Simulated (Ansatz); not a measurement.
# SiGeNH (singlet): wave-function methods side by side, cc-pVDZ

An exercise on one series of results from a longer session: the logs are not shown, and one member is left open.

Computed with Ansatz 0.2.0, Gaussian basis. Level: cc-pVDZ, core rule «outside noble gas», up to 20 orbitals frozen.

To be run: UHF; CCSD(T) on RHF; CCSD(T) on UHF; BCCD(T) on RHF; CISD; CCSDT(Q) on RHF; CCSDT(Q) on UHF; CASSCF and MRCISD+Q, 8 electrons in 8 orbitals; CASSCF and NEVPT2, 8 electrons in 8 orbitals.

19 further runs of the same task are left out: 11 that didn't finish, 8 set aside as unsound or not needed.

**The geometry**

The geometry is a PBE0/def2-TZVP stationary point (not a proven minimum). No spin-orbit coupling is included. The filled d shell of Ge may be among the frozen orbitals whatever the setting's name suggests; the logs give the count.

4 atoms, charge 0, spin multiplicity 1.

Atoms are counted from 1 here; the program's logs count them from 0.

Bond lengths: Ge1–Si2 2.422 Å, Ge1–H4 1.593 Å, Si2–N3 1.574 Å. Angles: Si2–Ge1–H4 85.9°, Ge1–Si2–N3 171.2°.

The first run:

in.yaml reads:

```yaml
crystal:
  periodic: [false, false, false]
  atoms:
    - {symbol: Ge, position_ang: [0.000000, -0.042164, 1.069525]}
    - {symbol: Si, position_ang: [0.000000, 0.088185, -1.349461]}
    - {symbol: N, position_ang: [0.000000, -0.069735, -2.915733]}
    - {symbol: H, position_ang: [0.000000, 1.550544, 1.041546]}
basis:
  gaussian: {orbitals: cc-pVDZ}
magnetization: {spin_polarized: true, initial_magnetization: 0}
hamiltonian: {xc: hf}
output: {orbitals: {seedname: orbitals}}
```

Command:

```
$ ansatz run in.yaml --threads 1 --pin off --events-out ev --progress --plain --max-ram 2393MiB
```

Steps of the session up to this table: UHF; CCSD(T) on RHF; CCSD(T) on UHF; BCCD(T) on RHF; CISD; CCSDT(Q) on RHF; CCSDT(Q) on UHF; CASSCF and MRCISD+Q, 8 electrons in 8 orbitals; CASSCF and NEVPT2, 8 electrons in 8 orbitals.

One table of the session follows, with a row left open; its other results are not shown here.

It belongs to the step «Misses and costs». 

| method | from RCCSDT(Q) (kJ/mol) |
| --- | --- |
| RHF | +1071.2 |
| UHF | +978.4 |
| RMP2 | +116.1 |
| UMP2 | +265.5 |
| CISD | +217.6 |
| RCCSD | +80.0 |
| UCCSD | +83.1 |
| RCCSD(T) | +14.1 |
| UCCSD(T) | +29.7 |
| BCCD(T) | +13.2 |
| RCCSDT | ? |
| UCCSDT | +13.5 |
| RCCSDT(Q) | 0 |
| UCCSDT(Q) | -0.7 |

Q: Estimate the row for RCCSDT from the others.

The run gave: from RCCSDT(Q) (kJ/mol): +12.8. In the column «from RCCSDT(Q) (kJ/mol)» it lies between RCCSDT(Q) (0) and BCCD(T) (+13.2).

Left out of the table: CASSCF frontier, NEVPT2 frontier, MRCISD frontier, MRCISD+Q frontier (the active space lost an orbital or holds another state than full CI finds).

Limits of these values: The determinant is far from a pure spin state, so its energy mixes those of several spin states (harmless only where they are near-degenerate, as at dissociation). Warnings: restricted reference is unstable; spin contamination; large T1 diagnostic. Restricted and unrestricted rows rest on different reference determinants; where their highest levels disagree by more than a few hundredths of an eV, they describe different states and don't form one ladder. Warnings in the runs' records: passed over end.
